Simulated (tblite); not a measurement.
# C4H13NOSi2: the cost of one run

Programs: tblite 0.8.0 and PySCF 2.14.0, with density-fitted response routines of our own. Each step states its level of theory. These are calculated values for one molecule, in the gas phase or a continuum, unless marked as measured. Atoms count from 0, in the outputs and in this text.

## 1. The molecule as given

21 atoms, charge 0, multiplicity 1; geometry from: force field or distance geometry start.

Bonds of the start (Å): C0–O1 1.41, O1–C2 1.37, C2–Si3 1.84, Si3–C4 1.87, C4–C5 1.50, C5–Si6 1.88, Si6–N7 1.81, N7–Si3 1.78, C0–H8 1.10, C0–H9 1.12, C0–H10 1.11, C2–H11 1.12, C2–H12 1.10, Si3–H13 1.48, C4–H14 1.11, C4–H15 1.11, C5–H16 1.12, C5–H17 1.11, Si6–H18 1.49, Si6–H19 1.44, N7–H20 1.04.

## 2. Geometry optimisation with GFN2-xTB

What the job is given:

```
{"job": {"kind": "relax", "xc": "GFN2-xTB", "basis": "xTB"}, "charge": 0, "multiplicity": 1}
C      3.445400     0.584500     0.583000
O      2.039900     0.474000     0.687600
C      1.634500    -0.347900    -0.335500
Si    -0.178700    -0.639100    -0.406700
C     -1.062000    -0.425300     1.222200
C     -2.359200     0.285500     0.961700
Si    -2.740900     0.098300    -0.866700
N     -1.077400     0.417300    -1.515600
H      3.681800     1.031100    -0.390100
H      3.855200    -0.458900     0.600600
H      3.844200     1.153900     1.450200
H      1.965700     0.128400    -1.295300
H      2.139300    -1.322400    -0.284000
H     -0.407300    -2.022800    -0.867500
H     -0.433000     0.076700     1.991200
H     -1.307000    -1.434600     1.626100
H     -3.185800    -0.081200     1.616900
H     -2.200600     1.378700     1.108700
H     -3.096900    -1.320200    -1.137400
H     -3.727300     1.038800    -1.333600
H     -0.838900     1.402000    -1.261600
```

Run with:

```bash
OMP_NUM_THREADS=1 python probes_run.py task.json out
```

One launch serves the whole session: the jobs run in the order shown.

Q: Estimate the wall time and peak memory of this first job on 1 thread of Intel Xeon Platinum 8488C, shared host.

About 2.3 s, with a peak of 0.18 GiB.
